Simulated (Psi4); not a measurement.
# U-wB97X/def2-SVP (core potential) run of InNH2Cl (SMILES [NH2][In][Cl])

What is the energy change on altering one bond length of InNH2Cl at U-wB97X/def2-SVP (core potential)? 

The results are computed with Psi4 1.11.

9 further runs of the same task are left out: 6 that didn't finish, 3 set aside as unsound or not needed.

## 1. The molecule

InNH2Cl: 5 atoms, total charge 0, spin state doublet. As SMILES, `[NH2][In][Cl]`. The shape is that of a PBE0-D4/def2-TZVP optimisation. This is one conformer, not always the lowest.

Bond lengths: N1–In2 2.072 Å, In2–Cl3 2.369 Å, N1–H4 1.015 Å, N1–H5 1.017 Å. Angles: N1–In2–Cl3 113.1°, In2–N1–H4 113.0°, In2–N1–H5 110.3°, H4–N1–H5 107.4°.

## 2. Energy and forces at U-wB97X/def2-SVP (core potential)

Contents of input.dat:

```
memory 2.2 GB

molecule system {
  0 2
  N     -0.142600     0.808600    -0.493900
  In    -0.411600    -1.217800    -0.153300
  Cl     1.391500    -2.211500     1.018700
  H     -0.999700     1.283800    -0.756700
  H      0.212300     1.263200     0.343800
  symmetry c1
  no_reorient
  no_com
}

set basis def2-SVP
set reference uks
set puream true
set e_convergence 1e-09
set d_convergence 1e-08
set scf_type pk
set dft_radial_points 99
set dft_spherical_points 590
set maxiter 100

e_tot, wfn = gradient('wb97x', return_wfn=True)
oeprop(wfn, 'QUADRUPOLE', 'LOWDIN_CHARGES', 'MULLIKEN_CHARGES')
```

Started as:

```
psi4 -i input.dat -o output.dat -n 1
```

output.dat:

```text
Psi4 1.11 release

gradient() will perform analytic gradient computation.

   => Loading Basis Set <=

    Name: DEF2-SVP
    Role: ORBITAL
    Keyword: BASIS

    !!!  WARNING: ECP capability is in beta. Please check occupations closely.  !!!

         ---------------------------------------------------------
                                   SCF
                              UKS Reference
                        1 Threads,   2098 MiB Core
         ---------------------------------------------------------

  ==> Geometry <==

    Molecular point group: c1
    Full point group: C1

    Geometry (in Angstrom), charge = 0, multiplicity = 2:

       Center              X                  Y                   Z               Mass
    ------------   -----------------  -----------------  -----------------  -----------------
         N           -0.142600000000     0.808600000000    -0.493900000000    14.003074004430
         IN          -0.411600000000    -1.217800000000    -0.153300000000   114.903878776000
         CL           1.391500000000    -2.211500000000     1.018700000000    34.968852682000
         H           -0.999700000000     1.283800000000    -0.756700000000     1.007825032230
         H            0.212300000000     1.263200000000     0.343800000000     1.007825032230

  Running in c1 symmetry.

  Rotational constants: A =      0.16016  B =      0.04419  C =      0.03481 [cm^-1]
  Rotational constants: A =   4801.40506  B =   1324.87950  C =   1043.67748 [MHz]
  Nuclear repulsion =  154.716518533842418

  Charge       = 0
  Multiplicity = 2
  Electrons    = 47
  Nalpha       = 24
  Nbeta        = 23

  ==> Algorithm <==

  SCF Algorithm Type is PK.
  DIIS enabled.
  MOM disabled.
  Fractional occupation disabled.
  Guess Type is SAD.
  Energy threshold   = 1.00e-09
  Density threshold  = 1.00e-08
  Integral threshold = 1.00e-12

  ==> Primary Basis <==

  Basis Set: DEF2-SVP
    Blend: DEF2-SVP
    Number of shells: 30
    Number of basis functions: 68
    Number of Cartesian functions: 72
    Spherical Harmonics?: true
    Max angular momentum: 2

  Core potential: DEF2-SVP
    Number of shells: 4
    Number of ECP primitives: 18
    Number of ECP core electrons: 28
    Max angular momentum: 3

  ==> DFT Potential <==

   => LibXC <=

    Version 7.1.2

   => Composite Functional: WB97X <=

    wB97X Hyb-GGA Exchange-Correlation Functional

    Deriv               =              1
    GGA                 =           TRUE
    Meta                =          FALSE

    Exchange Hybrid     =           TRUE
    MP2 Hybrid          =          FALSE

   => Exchange-Correlation Functionals <=

    1.0000   wB97X range-separated functional

   => Exact (HF) Exchange <=

    0.8423            HF,LR [omega = 0.3000]
    0.1577               HF

   => LibXC Density Thresholds  <==

    XC_HYB_GGA_XC_WB97X:  1.00E-14

   => Molecular Quadrature <=

    Radial Scheme          =       TREUTLER
    Pruning Scheme         =           NONE
    Nuclear Scheme         =       TREUTLER

    Blocking Scheme        =         OCTREE
    BS radius alpha        =              1
    Pruning alpha          =              1
    Radial Points          =             99
    Spherical Points       =            590
    Total Points           =         277892
    Total Blocks           =           2079
    Max Points             =            256
    Max Functions          =             66
    Weights Tolerance      =       1.00E-15

  ==> Integral Setup <==

  Using in-core PK algorithm.
   Calculation information:
      Number of atoms:                   5
      Number of AO shells:              30
      Number of primitives:             63
      Number of atomic orbitals:        72
      Number of basis functions:        68

      Integral cutoff                 1.00e-12
      Number of threads:                 1

  Performing in-core PK
  Using 8259093 doubles for integral storage.
  We computed 96038 shell quartets total.
  Whereas there are 108345 unique shell quartets.

  Computing range-separated integrals for PK
  We computed 96038 wK shell quartets total.
  Whereas there are 108345 wK unique shell quartets.

  ==> DiskJK: Disk-Based J/K Matrices <==

    J tasked:                  Yes
    K tasked:                  Yes
    wK tasked:                 Yes
    Omega:               3.000E-01
    Memory [MiB]:             1154
    Schwarz Cutoff:          1E-12

  Cached 100.0% of DFT collocation blocks in 0.409 [GiB].

  Minimum eigenvalue in the overlap matrix is 2.3541389250E-02.
  Reciprocal condition number of the overlap matrix is 5.0855939185E-03.
    Using symmetric orthogonalization.

  ==> Pre-Iterations <==

  SCF Guess: Superposition of Atomic Densities via on-the-fly atomic UHF (no occupation information).

   -------------------------
    Irrep   Nso     Nmo
   -------------------------
     A         68      68
   -------------------------
    Total      68      68
   -------------------------

  ==> Iterations <==

                        Total Energy        Delta E     RMS |[F,P]|

   @UKS iter SAD:  -704.63105828297171   -7.04631e+02   0.00000e+00
   @UKS iter   1:  -705.86535964851510   -1.23430e+00   1.08595e-02 ADIIS/DIIS
   @UKS iter   2:  -705.71873794225201    1.46622e-01   1.33339e-02 ADIIS/DIIS
   @UKS iter   3:  -706.13816133049647   -4.19423e-01   1.34181e-03 ADIIS/DIIS
   @UKS iter   4:  -706.14329067622532   -5.12935e-03   4.21846e-04 ADIIS/DIIS
   @UKS iter   5:  -706.14413209457621   -8.41418e-04   1.75218e-04 ADIIS/DIIS
   @UKS iter   6:  -706.14439713357592   -2.65039e-04   8.96473e-05 DIIS
   @UKS iter   7:  -706.14449765293409   -1.00519e-04   4.11353e-05 DIIS
   @UKS iter   8:  -706.14453994780524   -4.22949e-05   2.05743e-05 DIIS
   @UKS iter   9:  -706.14455230375370   -1.23559e-05   9.95362e-06 DIIS
   @UKS iter  10:  -706.14455497918402   -2.67543e-06   3.33374e-06 DIIS
   @UKS iter  11:  -706.14455522030971   -2.41126e-07   1.13326e-06 DIIS
   @UKS iter  12:  -706.14455525280403   -3.24943e-08   4.12512e-07 DIIS
   @UKS iter  13:  -706.14455525696883   -4.16480e-09   1.24493e-07 DIIS
   @UKS iter  14:  -706.14455525729159   -3.22757e-10   4.04200e-08 DIIS
   @UKS iter  15:  -706.14455525731250   -2.09184e-11   1.83083e-08 DIIS
   @UKS iter  16:  -706.14455525731626   -3.75167e-12   5.52995e-09 DIIS
  Energy and wave function converged.

  ==> Post-Iterations <==

   Electrons on quadrature grid:
      Nalpha   =   24.0000003134 ; deviation = 3.134e-07
      Nbeta    =   23.0000003367 ; deviation = 3.367e-07
      Ntotal   =   47.0000006500 ; deviation = 6.500e-07

   @Spin Contamination Metric:   9.676461636E-03
   @S^2 Expected:                7.500000000E-01
   @S^2 Observed:                7.596764616E-01
   @S   Expected:                5.000000000E-01
   @S   Observed:                5.000000000E-01

    Orbital Energies [Eh]
    ---------------------

    Alpha Occupied:

       1A   -101.429538     2A    -14.402309     3A     -9.501589
       4A     -7.267603     5A     -7.261457     6A     -7.261209
       7A     -4.792630     8A     -3.205775     9A     -3.200919
      10A     -3.197530    11A     -0.969737    12A     -0.923969
      13A     -0.891278    14A     -0.889305    15A     -0.889060
      16A     -0.879120    17A     -0.861073    18A     -0.585442
      19A     -0.534931    20A     -0.446746    21A     -0.402336
      22A     -0.397151    23A     -0.382433    24A     -0.304802

    Alpha Virtual:

      25A      0.018566    26A      0.087205    27A      0.091572
      28A      0.188201    29A      0.218601    30A      0.240797
      31A      0.255226    32A      0.278956    33A      0.319082
      34A      0.421063    35A      0.425353    36A      0.449074
      37A      0.517745    38A      0.612491    39A      0.715592
      40A      0.741447    41A      0.776484    42A      0.893715
      43A      0.924547    44A      0.928015    45A      0.936877
      46A      0.946159    47A      0.974640    48A      0.993674
      49A      1.003128    50A      1.094321    51A      1.104893
      52A      1.164727    53A      1.366281    54A      1.445496
      55A      1.554699    56A      1.824894    57A      1.858685
      58A      2.210123    59A      2.221521    60A      2.596906
      61A      2.664753    62A      2.847128    63A      3.162432
      64A      3.442475    65A     16.140917    66A     16.426136
      67A     17.188666    68A     61.857041

    Beta Occupied:

       1A   -101.428492     2A    -14.397762     3A     -9.500659
       4A     -7.264855     5A     -7.260685     6A     -7.260191
       7A     -4.790178     8A     -3.203605     9A     -3.198435
      10A     -3.195473    11A     -0.954902    12A     -0.918602
      13A     -0.888588    14A     -0.886801    15A     -0.885745
      16A     -0.873577    17A     -0.855542    18A     -0.579364
      19A     -0.513614    20A     -0.427292    21A     -0.396816
      22A     -0.392144    23A     -0.356507

    Beta Virtual:

      24A     -0.078408    25A      0.020826    26A      0.088208
      27A      0.096295    28A      0.187768    29A      0.222363
      30A      0.241153    31A      0.255648    32A      0.282842
      33A      0.330090    34A      0.418751    35A      0.423956
      36A      0.443381    37A      0.515674    38A      0.609935
      39A      0.718656    40A      0.745874    41A      0.779320
      42A      0.903047    43A      0.927500    44A      0.931548
      45A      0.945003    46A      0.953174    47A      0.981311
      48A      1.001142    49A      1.008875    50A      1.095673
      51A      1.110736    52A      1.173259    53A      1.370106
      54A      1.451375    55A      1.557285    56A      1.824816
      57A      1.862576    58A      2.214871    59A      2.236076
      60A      2.615409    61A      2.681631    62A      2.855199
      63A      3.172709    64A      3.448984    65A     16.142739
      66A     16.428871    67A     17.189112    68A     61.856103

    Final Occupation by Irrep:
              A
    DOCC [    23 ]
    SOCC [     1 ]
    NA   [    24 ]
    NB   [    23 ]

  @UKS Final Energy:  -706.14455525731626

   => Energetics <=

    Nuclear Repulsion Energy =            154.7165185338424180
    One-Electron Energy =               -1354.8886568398033887
    Two-Electron Energy =                 532.4307943242097281
    DFT Exchange-Correlation Energy =     -38.4032112755650417
    Empirical Dispersion Energy =           0.0000000000000000
    VV10 Nonlocal Energy =                  0.0000000000000000
    Total Energy =                       -706.1445552573162558

  UHF NO Occupations:
  HONO-2 :   22  A 1.9991472
  HONO-1 :   23  A 1.9962386
  HONO-0 :   24  A 1.0000000
  LUNO+0 :   25  A 0.0037614
  LUNO+1 :   26  A 0.0008528
  LUNO+2 :   27  A 0.0000922
  LUNO+3 :   28  A 0.0000487

Computation Completed

Properties will be evaluated at   0.000000,   0.000000,   0.000000 [a0]

Properties computed using the SCF density matrix

 Multipole Moments:

 ------------------------------------------------------------------------------------
     Multipole            Electronic (a.u.)      Nuclear  (a.u.)        Total (a.u.)
 ------------------------------------------------------------------------------------

 L = 1.  Multiply by 2.5417464519 to convert [e a0] to [Debye]
 Dipole X            :        -26.1483028           24.9940847           -1.1542182
 Dipole Y            :        104.4900439         -103.8633163            0.6267276
 Dipole Z            :        -19.5770160           19.3288747           -0.2481413
 Magnitude           :                                                    1.3366306

 ------------------------------------------------------------------------------------

	total time  =         32 seconds =       0.53 minutes

         ------------------------------------------------------------
                                   SCF GRAD
         ------------------------------------------------------------

  ==> Geometry <==

    Molecular point group: c1
    Full point group: C1

    Geometry (in Angstrom), charge = 0, multiplicity = 2:

       Center              X                  Y                   Z               Mass
    ------------   -----------------  -----------------  -----------------  -----------------
         N           -0.142600000000     0.808600000000    -0.493900000000    14.003074004430
         IN          -0.411600000000    -1.217800000000    -0.153300000000   114.903878776000
         CL           1.391500000000    -2.211500000000     1.018700000000    34.968852682000
         H           -0.999700000000     1.283800000000    -0.756700000000     1.007825032230
         H            0.212300000000     1.263200000000     0.343800000000     1.007825032230

  Nuclear repulsion =  154.716518533842418

  ==> Basis Set <==

  Basis Set: DEF2-SVP
    Blend: DEF2-SVP
    Number of shells: 30
    Number of basis functions: 68
    Number of Cartesian functions: 72
    Spherical Harmonics?: true
    Max angular momentum: 2

  Core potential: DEF2-SVP
    Number of shells: 4
    Number of ECP primitives: 18
    Number of ECP core electrons: 28
    Max angular momentum: 3

  ==> DirectJKGrad: Integral-Direct SCF Gradients <==

    Gradient:                    1
    J tasked:                  Yes
    K tasked:                  Yes
    wK tasked:                 Yes
    Omega:               3.000E-01
    Integrals threads:           1
    Schwarz Cutoff:          1E-12

  ==> DFT Potential <==

   => LibXC <=

    Version 7.1.2

   => Composite Functional: WB97X <=

    wB97X Hyb-GGA Exchange-Correlation Functional

    Deriv               =              1
    GGA                 =           TRUE
    Meta                =          FALSE

    Exchange Hybrid     =           TRUE
    MP2 Hybrid          =          FALSE

   => Exchange-Correlation Functionals <=

    1.0000   wB97X range-separated functional

   => Exact (HF) Exchange <=

    0.8423            HF,LR [omega = 0.3000]
    0.1577               HF

   => LibXC Density Thresholds  <==

    XC_HYB_GGA_XC_WB97X:  1.00E-14

   => Molecular Quadrature <=

    Radial Scheme          =       TREUTLER
    Pruning Scheme         =           NONE
    Nuclear Scheme         =       TREUTLER

    Blocking Scheme        =         OCTREE
    BS radius alpha        =              1
    Pruning alpha          =              1
    Radial Points          =             99
    Spherical Points       =            590
    Total Points           =         277892
    Total Blocks           =           2079
    Max Points             =            256
    Max Functions          =             66
    Weights Tolerance      =       1.00E-15

  -Total Gradient:
     Atom            X                  Y                   Z
    ------   -----------------  -----------------  -----------------
       1       -0.001793664656     0.002213301815     0.002128210252
       2        0.002740435613     0.001975921029     0.001369372743
       3       -0.003254218779     0.001885738178    -0.001871995479
       4        0.003411506795    -0.003173130601     0.001808400946
       5       -0.001643390695    -0.002926079928    -0.003533683092

	total time  =         12 seconds =       0.20 minutes

Properties will be evaluated at   0.000000,   0.000000,   0.000000 [a0]
OEProp: No title given, name of density matrix used for the following properties is 'SCF alpha density'

 Multipole Moments:

 ------------------------------------------------------------------------------------
     Multipole            Electronic (a.u.)      Nuclear  (a.u.)        Total (a.u.)
 ------------------------------------------------------------------------------------

 L = 1.  Multiply by 2.5417464519 to convert [e a0] to [Debye]
 Dipole X            :        -26.1483028           24.9940847           -1.1542182
 Dipole Y            :        104.4900439         -103.8633163            0.6267276
 Dipole Z            :        -19.5770160           19.3288747           -0.2481413
 Magnitude           :                                                    1.3366306

 L = 2.  Multiply by 1.3450342976 to convert [e a0^2] to [Debye ang]
 Quadrupole XX       :       -166.6319851          134.4904036          -32.1415815
 Quadrupole XY       :        158.1375923         -155.7353663            2.4022259
 Quadrupole XZ       :        -96.3299629           95.5095374           -0.8204254
 Quadrupole YY       :       -469.4899260          436.0515713          -33.4383546
 Quadrupole YZ       :        138.1680526         -134.6677415            3.5003111
 Quadrupole ZZ       :       -104.6433345           73.3268783          -31.3164563
 Traceless XX        :         80.2897634          -80.1325475            0.1572160
 Traceless YY        :       -222.5681774          221.4286203           -1.1395572
 Traceless ZZ        :        142.2784140         -141.2960728            0.9823412

 ------------------------------------------------------------------------------------
  Mulliken Charges: (a.u.)
   Center  Symbol    Alpha    Beta     Spin     Total
       1     N     3.83906  3.55254  0.28652 -0.39159
       2    IN    10.55691  9.97917  0.57774  0.46392
       3    CL     8.73366  8.59317  0.14049 -0.32683
       4     H     0.43287  0.44036 -0.00749  0.12677
       5     H     0.43751  0.43476  0.00275  0.12773

   Total alpha = 24.00000, Total beta = 23.00000, Total charge = -0.00000

  Lowdin Charges: (a.u.)
   Center  Symbol    Alpha    Beta     Spin     Total
       1     N     3.73179  3.49065  0.24115 -0.22244
       2    IN    10.70404 10.08888  0.61516  0.20708
       3    CL     8.62067  8.49038  0.13029 -0.11105
       4     H     0.47095  0.46791  0.00305  0.06114
       5     H     0.47254  0.46218  0.01036  0.06528

  Total alpha = 24.00000, Total beta = 23.00000, Total charge = -0.00000

    Psi4 run time: 0:00:44.85
```

Wall time 48 s (1 thread of Intel Xeon at 2.50GHz (Skylake/Cascade Lake), shared host); peak memory 0.71 GiB.

(Part 1 of 2 ends here.)
